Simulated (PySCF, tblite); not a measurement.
# C4H7FO2Si: geometry, infrared bands and NMR shifts

What infrared bands and NMR shifts should C4H7FO2Si (`O=C(OC1CC1)[SiH2]F`) show?

Computed with tblite 0.8.0 and PySCF 2.14.0, with density-fitted response routines of our own, on a single molecule in the gas phase. Atoms are numbered from 0 throughout.

### Step 1. The molecule as given

15 atoms, charge 0, multiplicity 1; geometry from: force field or distance geometry start.

Bonds of the start (Å): O0–C1 1.22, C1–O2 1.36, O2–C3 1.45, C3–C4 1.51, C4–C5 1.51, C1–Si6 1.90, Si6–F7 1.61, C5–C3 1.50, C3–H8 1.09, C4–H9 1.09, C4–H10 1.07, C5–H11 1.08, C5–H12 1.07, Si6–H13 1.50, Si6–H14 1.49.

### Step 2. Geometry optimisation with GFN2-xTB

The job: settings as JSON, then the geometry in Å.

```
{"job": {"kind": "relax", "xc": "GFN2-xTB", "basis": "xTB"}, "charge": 0, "multiplicity": 1}
O      1.347600    -0.768800    -1.396700
C      1.268500    -0.432100    -0.226300
O      0.124200    -0.242500     0.483900
C     -1.117900    -0.388200    -0.257400
C     -2.354000     0.051200     0.488000
C     -1.813700     0.876300    -0.652600
Si     2.894600    -0.192700     0.724800
F      2.763200     1.033300     1.767700
H     -1.216000    -1.260400    -0.902000
H     -3.272800    -0.502000     0.316000
H     -2.244900     0.433900     1.486600
H     -1.333100     1.815400    -0.408100
H     -2.355100     0.880900    -1.578600
H      3.259100    -1.409500     1.515600
H      4.045700     0.113100    -0.163900
```

The run is started by

```bash
$ OMP_NUM_THREADS=1 python probes_run.py task.json out
```

This one command runs all jobs of the session in turn.

**Question.** This job is followed by: GFN2-xTB harmonic vibrations, gas phase; GIAO PBE0/pcSseg-1 NMR shielding, non-relativistic, gas phase. Predict these results of the whole session: strongest single infrared mode (GFN2-xTB); zero-point energy (GFN2-xTB); 13C shifts against TMS (PBE0/pcSseg-1, means over atoms taken as alike); 1H shifts against TMS (PBE0/pcSseg-1, means over atoms taken as alike); 17O shifts against H2O (PBE0/pcSseg-1); 29Si shifts against TMS (PBE0/pcSseg-1); 19F shifts against CFCl3 (PBE0/pcSseg-1).

The runs gave:

| quantity | value |
| --- | --- |
| strongest single infrared mode (GFN2-xTB) | 1726 cm⁻¹, 407 km/mol |
| zero-point energy (GFN2-xTB) | 64.5 kcal/mol |
| 13C shifts against TMS (PBE0/pcSseg-1, means over atoms taken as alike) | 185.3, 48.3, 8.1 ppm |
| 1H shifts against TMS (PBE0/pcSseg-1, means over atoms taken as alike) | 5.53, 4.97, 1.02, 0.76 ppm |
| 17O shifts against H2O (PBE0/pcSseg-1) | 495.5, 256.7 ppm |
| 29Si shifts against TMS (PBE0/pcSseg-1) | -29.8 ppm |
| 19F shifts against CFCl3 (PBE0/pcSseg-1) | -221.7 ppm |

In words: Over 110 steps the energy fell by 0.215 eV; of the close pairs, Si6–H13 changed most, 1.496 to 1.453 Å. All 39 modes are real, so the xTB geometry is a minimum. The strongest single mode, at 1726 cm⁻¹, moves mainly C1 and O0. Unscaled tight-binding wavenumbers are off by several per cent, some by more. Its intensities can rank the bands wrongly. At PBE0/pcSseg-1: The widest tensor belongs to O0: span 830 ppm, with a paramagnetic part of -562 ppm.
